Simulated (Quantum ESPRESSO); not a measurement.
Runs of Quantum ESPRESSO 7.5 on NbTe. Symmetry: P-6m2, No. 187, hexagonal system. Conventional cell: a = 3.703 Å, b = 3.703 Å, c = 3.694 Å, α = 90.00°, β = 90.00°, γ = 120.00°. Te (site symmetry -6m2) is surrounded by 6 Nb at 2.83 Å. Around Nb (site symmetry -6m2) lie 6 Te at 2.83 Å. The cell comes from a database or a generator and needn't be the stable form of this composition.

```csv
task,level,potentials or basis,U,cell,cutoff (eV),hubbard projectors,mixing beta,dos occupations,gap on the mesh (eV),pressure (GPa)
projected density of states,PBEsol+U,GBRV 1.5 PBEsol,Nb d U = 2 eV,as given,612,atomic,0.3,tetrahedra_opt,none,(a)
projected density of states,PBEsol+U,GBRV 1.5 PBEsol,Nb d U = 4 eV,as given,612,atomic,0.3,tetrahedra_opt,none,-9.5
projected density of states,PBEsol+U,GBRV 1.5 PBEsol,Nb d U = 8 eV,as given,612,atomic,0.3,tetrahedra_opt,none,-14.1
projected density of states,PBEsol+U,GBRV 1.5 PBEsol,Nb d U = 1 eV,as given,612,atomic,0.3,tetrahedra_opt,none,(b)
single point,PBE,SSSP 1.3 efficiency PBE,-,as given,748,-,0.5,-,none,0.0
projected density of states,PBEsol+U,GBRV 1.5 PBEsol,Nb d U = 6 eV,as given,612,atomic,0.3,tetrahedra_opt,none,-12.0
single point,PBE,SSSP 1.3 efficiency PBE,-,"atoms moved at random, drawn with an rms of 0.05 Å",748,-,0.5,-,none,0.1
```

Alike in all rows: no spin polarisation; k mesh 8 × 8 × 7; smearing fermi-dirac 0.05 eV.

Task: Estimate the missing entries.

Result: (a) -7.0; (b) -5.9.

Caveats: U without spin polarisation on a metal has little footing (some runs); the U is typed as a test and isn't derived for this compound (some runs).

A k mesh can miss the band edges, and the runs leave out spin-orbit coupling on Nb, Te.

A gap of «none» marks a metal or a gap under the smearing width.
